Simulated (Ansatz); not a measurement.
# CsGe2S2: the cost of one run

Method: DFT PBE, scalar-relativistic, plane waves, PAW, in Ansatz 0.2.0.

## 1. The system as given

The structure is monoclinic, space group Pm (No. 6). The conventional cell has a = 4.121 Å, b = 3.596 Å, c = 16.227 Å, α = 90.00°, β = 90.00°, γ = 90.00°. Cs (site symmetry m) has 4 Ge at 3.37 to 3.47 Å and 3 S at 3.47 to 3.48 Å and 2 Cs at 3.60 Å in its first shell of neighbours. Cs (site symmetry m) is surrounded by 3 S at 3.34 to 3.60 Å and 4 Ge at 3.35 to 3.50 Å and 2 Cs at 3.60 Å. Around Ge (site symmetry m) lie 3 S at 2.41 to 2.42 Å. S (site symmetry m) is surrounded by 5 Ge at 2.41 to 3.11 Å and 1 Cs at 3.34 Å. Around S (site symmetry m) lie 5 Ge at 2.41 to 3.11 Å and 2 Cs at 3.47 Å. Only part of the 10 independent sites is listed.

Coordinates:

```
CELL_PARAMETERS angstrom
4.12069 0.00000 0.00000
0.00000 3.59578 0.00000
0.00000 0.00000 16.22722
ATOMIC_POSITIONS crystal
Cs 0.11130 0.00000 0.32594
Cs 0.88870 0.00000 0.83552
Ge 0.61130 0.00000 0.16146
Ge 0.11130 0.50000 0.00000
Ge 0.38870 0.00000 0.66146
Ge 0.88870 0.50000 0.50000
S 0.49760 0.00000 0.01595
S 0.99760 0.50000 0.14551
S 0.50240 0.00000 0.51595
S 0.00240 0.50000 0.64551
```

Recipe of the guess: Cs between sheets of the GeSe type, stage 1 (Pm, No. 6). Its size is a rough estimate.

## 2. The guess as it stands, on a coarse mesh

input.yaml reads:

```yaml
crystal:
  lattice:
    - [4.1206875, 0.0, 0.0]
    - [0.0, 3.59578125, 0.0]
    - [0.0, 0.0, 16.22722268]
  atoms:
    - { symbol: Cs, position: [0.11129999, 0.0, 0.32593577] }
    - { symbol: Cs, position: [0.88870001, 0.0, 0.83552308] }
    - { symbol: Ge, position: [0.61129999, 0.0, 0.16145885] }
    - { symbol: Ge, position: [0.11129999, 0.5, 0.0] }
    - { symbol: Ge, position: [0.38870001, 0.0, 0.66145885] }
    - { symbol: Ge, position: [0.88870001, 0.5, 0.5] }
    - { symbol: S, position: [0.49759999, 0.0, 0.01595313] }
    - { symbol: S, position: [0.99759999, 0.5, 0.14550573] }
    - { symbol: S, position: [0.50240001, 0.0, 0.51595313] }
    - { symbol: S, position: [0.00240001, 0.5, 0.64550573] }
basis:
  ecutwfc: 420
kpoints:
  mp_grid: { grid: [4, 6, 1] }
hamiltonian:
  xc: pbe
scf:
  occupations: { method: gaussian, width: 0.1 }
  lower_state_search: "off"
output:
  forces: true
  stress: true
  eigenvalues: true
```

Launch:

```console
> ansatz run input.yaml --threads 1 --pin off --max-ram 2560MiB --backend cpu --events-out ev --progress --plain --runs-dir out
```

**Question.** How long does this run take on 1 thread of Intel Xeon at 2.50GHz (Skylake/Cascade Lake), shared host, and how much memory does it need?

About 27 s, with a peak of 0.51 GiB.
